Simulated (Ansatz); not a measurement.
# Ag5Pb2O6: the cost of one run

Method: DFT PBEsol, scalar-relativistic, plane waves, PAW, in Ansatz 0.2.0.

1 further run of the same task is left out (set aside as unsound or not needed).

### 1 The starting structure

Symmetry: P-31m, No. 162, trigonal system. Conventional cell: a = 5.941 Å, b = 5.941 Å, c = 6.435 Å, α = 90.00°, β = 90.00°, γ = 120.00°. Ag (site symmetry 3m) has 3 O at 2.30 Å as nearest neighbours. Ag (site symmetry 2/m) has 2 O at 2.12 Å as nearest neighbours. Pb (site symmetry 32) has 6 O at 2.22 Å as nearest neighbours. O (site symmetry m) is surrounded by 2 Ag at 2.12 to 2.30 Å and 2 Pb at 2.22 Å.

Structure file:

```cif
data_structure
_symmetry_space_group_name_H-M 'P 1'
_symmetry_Int_Tables_number 1
_cell_length_a 5.9405
_cell_length_b 5.9405
_cell_length_c 6.4349
_cell_angle_alpha 90.000
_cell_angle_beta 90.000
_cell_angle_gamma 120.000
_cell_volume 196.66
loop_
_atom_site_label
_atom_site_type_symbol
_atom_site_fract_x
_atom_site_fract_y
_atom_site_fract_z
_atom_site_occupancy
Ag1 Ag 0.00000 0.00000 0.24120 1
Ag2 Ag 0.00000 0.00000 0.75880 1
Ag3 Ag 0.50000 0.00000 0.00000 1
Ag4 Ag 0.00000 0.50000 0.00000 1
Ag5 Ag 0.50000 0.50000 0.00000 1
Pb1 Pb 0.66667 0.33333 0.50000 1
Pb2 Pb 0.33333 0.66667 0.50000 1
O1 O 0.62085 0.00000 0.68920 1
O2 O 0.00000 0.62085 0.68920 1
O3 O 0.37915 0.37915 0.68920 1
O4 O 0.00000 0.37915 0.31080 1
O5 O 0.37915 0.00000 0.31080 1
O6 O 0.62085 0.62085 0.31080 1
```

The structure comes from the Crystallography Open Database.

(A quick probe on a coarse mesh, which set the mesh and smearing, is not shown.)

### 3 Relaxing cell and atoms

File input.yaml:

```yaml
crystal:
  lattice:
    - [5.9405, 0.0, 0.0]
    - [-2.97025, 5.1446239112, 0.0]
    - [0.0, 0.0, 6.4349]
  atoms:
    - { symbol: Ag, position: [0.0, 0.0, 0.2412] }
    - { symbol: Ag, position: [0.0, 0.0, 0.7588] }
    - { symbol: Ag, position: [0.5, 0.0, 0.0] }
    - { symbol: Ag, position: [0.0, 0.5, 0.0] }
    - { symbol: Ag, position: [0.5, 0.5, 0.0] }
    - { symbol: Pb, position: [0.6666666667, 0.3333333333, 0.5] }
    - { symbol: Pb, position: [0.3333333333, 0.6666666667, 0.5] }
    - { symbol: O, position: [0.62085, 0.0, 0.6892] }
    - { symbol: O, position: [0.0, 0.62085, 0.6892] }
    - { symbol: O, position: [0.37915, 0.37915, 0.6892] }
    - { symbol: O, position: [0.0, 0.37915, 0.3108] }
    - { symbol: O, position: [0.37915, 0.0, 0.3108] }
    - { symbol: O, position: [0.62085, 0.62085, 0.3108] }
basis:
  ecutwfc: 420
kpoints:
  mp_grid: { grid: [6, 6, 6] }
hamiltonian:
  xc: pbesol
scf:
  occupations: { method: gaussian, width: 0.1 }
output:
  forces: true
  stress: true
  eigenvalues: true
relax:
  adjacent_minimum: "off"
  f_tol: 0.005
  max_steps: 80
  cell: { stress_tol: 0.05 }
```

The run is started by

```console
> ansatz run input.yaml --threads 4 --pin off --max-ram 12288MiB --backend cpu --events-out ev --progress --plain --runs-dir out
```

What time and memory should one allow on 4 threads of AMD EPYC 9R45 (Zen 5), shared host?

About 32 s, with a peak of 1.1 GiB.
